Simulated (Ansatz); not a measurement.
# CH₅Cl₂InS: small, medium and large basis sets

One table from this session's results is given with a row withheld; the runs are named, their logs left out.

Computed with Ansatz 0.2.0, Gaussian basis. Level: one geometry, several basis sets.

The runs, in order: PBE0-D4/def2-SVP; ωB97M-V/def2-SVP; PBE0-D4/def2-QZVPP; ωB97M-V/def2-QZVPP; the functionals' def2-TZVPP values are taken from earlier runs.

**The geometry**

The geometry comes from an earlier relaxation with PBE0-D4 in a triple-zeta def2 set; it is a stationary point, not always the lowest conformer. In takes the def2 core potential; no spin-orbit term is included.

SMILES `[CH3][In-]([SH2+])([Cl])[Cl]`, 10 atoms, charge 0, spin multiplicity 1.

Atoms are counted from 1 here; the program's logs count them from 0.

Bond lengths: C1–In2 2.130 Å, C1–H6 1.089 Å, C1–H7 1.089 Å, C1–H8 1.090 Å, In2–S3 2.802 Å, In2–Cl4 2.357 Å, In2–Cl5 2.357 Å, S3–H9 1.346 Å, S3–H10 1.346 Å. Angles: In2–C1–H6 109.5°, In2–C1–H7 109.5°, In2–C1–H8 109.1°, H6–C1–H7 110.1°, H6–C1–H8 109.4°, H7–C1–H8 109.3°, C1–In2–S3 107.4°, C1–In2–Cl4 122.8°, C1–In2–Cl5 122.8°, S3–In2–Cl4 90.9°, S3–In2–Cl5 90.8°, Cl4–In2–Cl5 110.2°, In2–S3–H9 87.6°, In2–S3–H10 87.6°, H9–S3–H10 92.9°.

Coordinates:

```xyz
10
CH5Cl2InS
C    -1.8586   -0.3147    0.5103
In   -0.1547    0.4412   -0.5205
S     2.1155   -0.6979    0.6631
Cl    0.5099   -0.3494   -2.6395
Cl    0.7005    2.6077   -0.1570
H    -1.8991   -1.3975    0.3990
H    -1.7927   -0.0493    1.5647
H    -2.7585    0.1267    0.0825
H     2.6552    0.5351    0.6798
H     2.5655   -0.9531   -0.5795
```

Set-up of the first run:

Input file in.yaml:

```yaml
crystal:
  periodic: [false, false, false]
  atoms:
    - {symbol: C, position_ang: [-1.858594, -0.314715, 0.510323]}
    - {symbol: In, position_ang: [-0.154720, 0.441184, -0.520540]}
    - {symbol: S, position_ang: [2.115520, -0.697853, 0.663112]}
    - {symbol: Cl, position_ang: [0.509883, -0.349400, -2.639468]}
    - {symbol: Cl, position_ang: [0.700496, 2.607695, -0.157007]}
    - {symbol: H, position_ang: [-1.899149, -1.397460, 0.399032]}
    - {symbol: H, position_ang: [-1.792665, -0.049283, 1.564665]}
    - {symbol: H, position_ang: [-2.758474, 0.126665, 0.082475]}
    - {symbol: H, position_ang: [2.655225, 0.535079, 0.679777]}
    - {symbol: H, position_ang: [2.565479, -0.953114, -0.579469]}
basis:
  gaussian: {orbitals: def2-SVP}
hamiltonian: {xc: pbe0, dispersion: d4}
output: {orbitals: {seedname: orbitals}}
```

Command:

```
> ansatz run in.yaml --threads 8 --pin off --events-out ev --progress --plain --max-ram 18278MiB
```

Among the steps run: PBE0-D4 in def2-SVP; ωB97M-V in def2-SVP; PBE0-D4 in def2-QZVPP; ωB97M-V in def2-QZVPP.

One table of the session follows, with a row left open; its other results are not shown here.

| functional | basis | HOMO (eV) |
| --- | --- | --- |
| PBE0-D4 | def2-SVP | -7.97 |
| PBE0-D4 | def2-TZVPP | ? |
| PBE0-D4 | def2-QZVPP | -8.14 |
| ωB97M-V | def2-SVP | -10.10 |
| ωB97M-V | def2-TZVPP | -10.28 |
| ωB97M-V | def2-QZVPP | -10.31 |

Q: Estimate the row for PBE0-D4, def2-TZVPP from the others.

As computed: HOMO (eV): -8.11. In the column «HOMO (eV)» it lies between PBE0-D4, def2-QZVPP (-8.14) and PBE0-D4, def2-SVP (-7.97).
